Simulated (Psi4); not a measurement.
# B2PLYP/pcseg-0 (density fitting, density fitting for correlation, sweep point 1) run of SiHBr (SMILES [SiH]Br)

Aim: the energy change on altering one bond length of SiHBr at B2PLYP/pcseg-0 (density fitting, density fitting for correlation, sweep point 1), from 2 runs. The job is set up through a Python script.

The calculation is run with Psi4 1.11.

2 further runs of the same task are left out: 2 that didn't finish.

## 1. Starting point

The species is SiHBr (3 atoms), meant as a singlet with charge 0. SMILES: `[SiH]Br`. Geometry: relaxed at PBE0-D4/def2-TZVP.

Bond lengths: Si1–Br2 2.245 Å, Si1–H3 1.527 Å. Angles: Br2–Si1–H3 94.0°.

## 2. The energy at B2PLYP/pcseg-0 (density fitting, density fitting for correlation, sweep point 1)

The input, brhsi.py:

```python
import psi4

psi4.set_memory(1600000000)
psi4.set_num_threads(1)
psi4.set_output_file('psi4.out', False)

geom = psi4.geometry("""
0 1
Si    -1.18051191     0.98624806    -0.55954791
Br     2.53393376     0.75872504     1.47663199
H     -1.37401987    -1.86761633    -0.94221745
units bohr
symmetry c1
""")

psi4.set_options({
    'basis': 'pcseg-0',
    'puream': True,
    'scf_type': 'df',
    'dft_radial_points': 99,
    'dft_spherical_points': 590,
    'num_frozen_docc': 14,
})

result, w = psi4.energy("b2plyp", return_wfn=True)
print(f'total energy {result:.8f} hartree = {result * 27.211386:.5f} eV')
```

Launch:

```
$ python brhsi.py
```

psi4.out:

```text
[...]
  Running in c1 symmetry.
[...]
  Nuclear repulsion =  126.973584238758761
[...]
  Multiplicity = 1
[...]
  Nalpha       = 25
  Nbeta        = 25
[...]
    Number of basis functions: 37
[...]
   @DF-RKS iter   1: -2860.00413833637867   -1.62125e+00   1.35354e-02 ADIIS/DIIS
[...]
   @DF-RKS iter   8: -2860.11156420755697   -4.98676e-09   1.04746e-07 DIIS
[...]
    Orbital Energies [Eh]
    ---------------------
    Doubly Occupied:
       1A   -485.518288     2A    -67.265255     3A    -62.901846
       4A    -57.190585     5A    -57.189070     6A    -57.188030
       7A     -9.008727     8A     -6.896027     9A     -6.888716
      10A     -6.884790    11A     -5.628654    12A     -3.969416
      13A     -3.968439    14A     -3.963504    15A     -2.846030
      16A     -2.844328    17A     -2.840704    18A     -2.834354
      19A     -2.833978    20A     -0.882908    21A     -0.589270
      22A     -0.419897    23A     -0.371591    24A     -0.366972
      25A     -0.292391
[...]
  @DF-RKS Final Energy: -2860.11156420755697
   => Energetics <=
    Nuclear Repulsion Energy =            126.9735842387587610
    One-Electron Energy =               -4233.2466423200567078
    Two-Electron Energy =                1299.6454086955948242
    DFT Exchange-Correlation Energy =     -53.4839148218539435
    Empirical Dispersion Energy =           0.0000000000000000
    VV10 Nonlocal Energy =                  0.0000000000000000
    Total Energy =                      -2860.1115642075569667
[...]
 Multipole Moments:
 ------------------------------------------------------------------------------------
     Multipole            Electronic (a.u.)      Nuclear  (a.u.)        Total (a.u.)
 ------------------------------------------------------------------------------------
 L = 1.  Multiply by 2.5417464519 to convert [e a0] to [Debye]
 Dipole X            :          6.1620843           -6.8355258           -0.6734416
 Dipole Y            :          0.9976109           -1.1682352           -0.1706243
 Dipole Z            :         -0.0000000           -0.0000000           -0.0000000
 Magnitude           :                                                    0.6947202
[...]
```

On the terminal:

```text
total energy -2860.13943092 hartree = -77828.35807 eV
```

Run time: 9.6 s. Hardware: 1 thread of Intel Xeon Platinum 8259CL at 2.50GHz (Skylake/Cascade Lake), shared host; peak memory 0.35 GiB.

## 3. The distorted shape

The input, calc.py:

```python
import psi4

psi4.set_memory('1600 MB')
psi4.set_num_threads(1)
psi4.set_output_file('psi4.out', False)

mol = psi4.geometry("""
Si    -1.08376171     2.41312546    -0.36822069
Br     2.63068396     2.18560243     1.66795920
H     -1.37401987    -1.86761633    -0.94221745
units bohr
symmetry c1
""")

psi4.set_options({
    'basis': 'pcseg-0',
    'puream': True,
    'scf_type': 'df',
    'dft_radial_points': 99,
    'dft_spherical_points': 590,
    'num_frozen_docc': 14,
})

e_tot, wfn = psi4.energy("b2plyp", return_wfn=True)
print('E =', round(e_tot, 9))
for k, v in sorted(psi4.core.scalar_variables().items()):
    print(f'{k:45s} {v:18.10f}')
```

Launch:

```
$ python calc.py
```

psi4.out:

```text
[...]
  Running in c1 symmetry.
[...]
  Nuclear repulsion =  124.329149668279982
[...]
  Multiplicity = 1
[...]
  Nalpha       = 25
  Nbeta        = 25
[...]
    Number of basis functions: 37
[...]
   @DF-RKS iter   1: -2859.94096712903411   -1.71700e+00   1.37167e-02 DIIS/ADIIS
[...]
   @DF-RKS iter   8: -2860.05838666023828   -5.14760e-08   2.46155e-07 DIIS
[...]
    Orbital Energies [Eh]
    ---------------------
    Doubly Occupied:
       1A   -485.531432     2A    -67.306886     3A    -62.914900
       4A    -57.203602     5A    -57.202057     6A    -57.201179
       7A     -9.021646     8A     -6.908805     9A     -6.901349
      10A     -6.897996    11A     -5.661977    12A     -4.002511
      13A     -4.001369    14A     -3.997629    15A     -2.858720
      16A     -2.856889    17A     -2.853800    18A     -2.847327
      19A     -2.847047    20A     -0.893363    21A     -0.556347
      22A     -0.389341    23A     -0.381557    24A     -0.372050
      25A     -0.280161
[...]
  @DF-RKS Final Energy: -2860.05838666023828
   => Energetics <=
    Nuclear Repulsion Energy =            124.3291496682799817
    One-Electron Energy =               -4227.2777039656893976
    Two-Electron Energy =                1296.3187447480654555
    DFT Exchange-Correlation Energy =     -53.4285771108937126
    Empirical Dispersion Energy =           0.0000000000000000
    VV10 Nonlocal Energy =                  0.0000000000000000
    Total Energy =                      -2860.0583866602382841
[...]
 Multipole Moments:
 ------------------------------------------------------------------------------------
     Multipole            Electronic (a.u.)      Nuclear  (a.u.)        Total (a.u.)
 ------------------------------------------------------------------------------------
 L = 1.  Multiply by 2.5417464519 to convert [e a0] to [Debye]
 Dipole X            :          6.4389903           -6.9300562           -0.4910659
 Dipole Y            :          2.6075023           -1.9314596            0.6760427
 Dipole Z            :          0.0000000            0.0000000            0.0000000
 Magnitude           :                                                    0.8355713
[...]
```

Standard output:

```text
E = -2860.091041749
B2PLYP DOUBLE-HYBRID CORRECTION ENERGY             -0.0326550888
B2PLYP TOTAL ENERGY                             -2860.0910417491
CURRENT ENERGY                                  -2860.0910417491
CURRENT REFERENCE ENERGY                        -2860.0583866602
DD SOLVATION ENERGY                                 0.0000000000
DFT FUNCTIONAL TOTAL ENERGY                     -2860.0583866602
DFT TOTAL ENERGY                                -2860.0910417491
DFT VV10 ENERGY                                     0.0000000000
DFT XC ENERGY                                     -53.4285771109
DOUBLE-HYBRID CORRECTION ENERGY                    -0.0326550888
GRID ELECTRONS ALPHA                               25.0000000060
GRID ELECTRONS BETA                                25.0000000060
GRID ELECTRONS TOTAL                               50.0000000120
NUCLEAR REPULSION ENERGY                          124.3291496683
ONE-ELECTRON ENERGY                             -4227.2777039657
PCM POLARIZATION ENERGY                             0.0000000000
PE ENERGY                                           0.0000000000
SCF ITERATION ENERGY                            -2860.0583866602
SCF ITERATIONS                                      8.0000000000
SCF TOTAL ENERGY                                -2860.0583866602
TWO-ELECTRON ENERGY                              1296.3187447481
XC GRID RADIAL POINTS                              99.0000000000
XC GRID SPHERICAL POINTS                          590.0000000000
XC GRID TOTAL POINTS                           163357.0000000000
```

It took 7.5 s on 1 thread of Intel Xeon Platinum 8259CL at 2.50GHz (Skylake/Cascade Lake), shared host; peak memory 0.34 GiB.

## 4. Results

At B2PLYP/pcseg-0 (density fitting, density fitting for correlation, sweep point 1), 14 core orbitals frozen:

```
                                                          quantity           value
                                         first shape: total energy  -2860.13943 Eh
                    first shape: HOMO energy (SCF part's orbitals)        -7.96 eV
                    first shape: LUMO energy (SCF part's orbitals)        -2.23 eV
                  first shape: HOMO–LUMO gap (SCF part's orbitals)         5.73 eV
                                     distorted shape: total energy  -2860.09104 Eh
                distorted shape: HOMO energy (SCF part's orbitals)        -7.62 eV
                distorted shape: LUMO energy (SCF part's orbitals)        -2.50 eV
              distorted shape: HOMO–LUMO gap (SCF part's orbitals)         5.13 eV
energy change with the Si1–H3 bond stretched from 1.527 to 2.291 Å        1.317 eV
```

**Reading.** With the Si1–H3 bond stretched from 1.527 to 2.291 Å the energy rises by 1.32 eV (127 kJ/mol). The first shape isn't relaxed at this level, so the change isn't measured from a minimum.
